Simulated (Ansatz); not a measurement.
**CH4FNO2W: up Jacob's ladder to CCSD(T)**

The task here is to estimate one member of a computed series from the others.

Computed with Ansatz 0.2.0, Gaussian basis. Level: functionals in def2-TZVPP, the program's frozen cores in correlated methods.

Levels to be run: LDA (SPW92), PBE-D4, revPBE-D4, BLYP-D4, r2SCAN-D4, B97M-V, PBE0-D4, B3LYP-D4, r2SCANh-D4, r2SCAN0-D4, HSE06-D4, BHLYP-D4, CAM-B3LYP-D4, LC-ωPBE, ωB97X-V, ωB97M-V, B2PLYP, PBE-QIDH; CCSD(T)/def2-SVP; CCSD(T)/def2-TZVPP; MP2/def2-QZVPP; extrapolation to the limit; RPA on PBE.

## The geometry

All runs share one geometry, relaxed beforehand with PBE0-D4 in a triple-zeta def2 set. W takes the def2 core potential; no spin-orbit term is included.

SMILES `C[N]=[W](=[O])([OH])[F]`, 10 atoms, charge 0, spin multiplicity 1.

Atoms are counted from 1 here; the program's logs count them from 0.

Bond lengths: C1–N2 1.420 Å, C1–H7 1.095 Å, C1–H8 1.095 Å, C1–H9 1.094 Å, N2–W3 1.741 Å, W3–O4 1.705 Å, W3–O5 1.887 Å, W3–F6 1.873 Å, O5–H10 0.959 Å. Angles: N2–C1–H7 110.1°, N2–C1–H8 111.5°, N2–C1–H9 110.1°, H7–C1–H8 108.6°, H7–C1–H9 107.7°, H8–C1–H9 108.7°, C1–N2–W3 155.0°, N2–W3–O4 108.0°, N2–W3–O5 108.3°, N2–W3–F6 108.2°, O4–W3–O5 109.1°, O4–W3–F6 110.4°, O5–W3–F6 112.8°, W3–O5–H10 124.6°.

The first run:

in.yaml reads:

```yaml
crystal:
  periodic: [false, false, false]
  atoms:
    - {symbol: C, position_ang: [-0.112528, -1.450823, 1.031380]}
    - {symbol: N, position_ang: [0.016695, -0.153256, 0.470224]}
    - {symbol: W, position_ang: [-0.337515, 1.117076, -0.666467]}
    - {symbol: O, position_ang: [-1.450232, 0.509748, -1.807241]}
    - {symbol: O, position_ang: [1.262624, 1.581674, -1.552840]}
    - {symbol: F, position_ang: [-1.087050, 2.552231, 0.276085]}
    - {symbol: H, position_ang: [0.865618, -1.939761, 1.079334]}
    - {symbol: H, position_ang: [-0.787718, -2.079002, 0.440332]}
    - {symbol: H, position_ang: [-0.500412, -1.382775, 2.052375]}
    - {symbol: H, position_ang: [2.130518, 1.244888, -1.323182]}
basis:
  gaussian: {orbitals: def2-TZVPP}
hamiltonian: {xc: lda}
output: {orbitals: {seedname: orbitals}}
```

Started as:

```
ansatz run in.yaml --threads 4 --pin off --events-out ev --progress --plain --max-ram 11315MiB
```

Steps of the session up to this table: LDA; PBE-D4 (GGA); revPBE-D4 (GGA); BLYP-D4 (GGA); r2SCAN-D4 (meta-GGA); B97M-V (meta-GGA); PBE0-D4 (hybrid); B3LYP-D4 (hybrid); r2SCANh-D4 (hybrid); r2SCAN0-D4 (hybrid); HSE06-D4 (hybrid); BHLYP-D4 (hybrid); CAM-B3LYP-D4 (range-separated); LC-ωPBE (range-separated); ωB97X-V (range-separated); ωB97M-V (range-separated); B2PLYP (double hybrid); PBE-QIDH (double hybrid).

One of the session's tables, all rows but one given; the rest of the session is left out.

It belongs to the step «Orbital energies across the functionals». 

```
  functional  HOMO (eV)  gap (eV)
 LDA (SPW92)      -6.59      4.32
      PBE-D4      -6.40      4.39
   revPBE-D4      -6.33      4.42
     BLYP-D4      -6.30      4.36
   r2SCAN-D4      -6.69      4.78
      B97M-V      -6.76      4.86
     PBE0-D4          ?         ?
    B3LYP-D4      -7.57      6.09
  r2SCANh-D4      -7.21      5.59
  r2SCAN0-D4      -7.99      6.83
    HSE06-D4      -7.39      5.78
    BHLYP-D4      -9.10      8.76
CAM-B3LYP-D4      -9.16      8.99
     LC-ωPBE     -10.44     11.48
     ωB97X-V     -10.11     11.06
     ωB97M-V     -10.04     10.89
```

Estimate the missing values for PBE0-D4.

As computed: HOMO (eV): -7.79; gap (eV): 6.56. In the column «HOMO (eV)» it lies between r2SCAN0-D4 (-7.99) and B3LYP-D4 (-7.57).
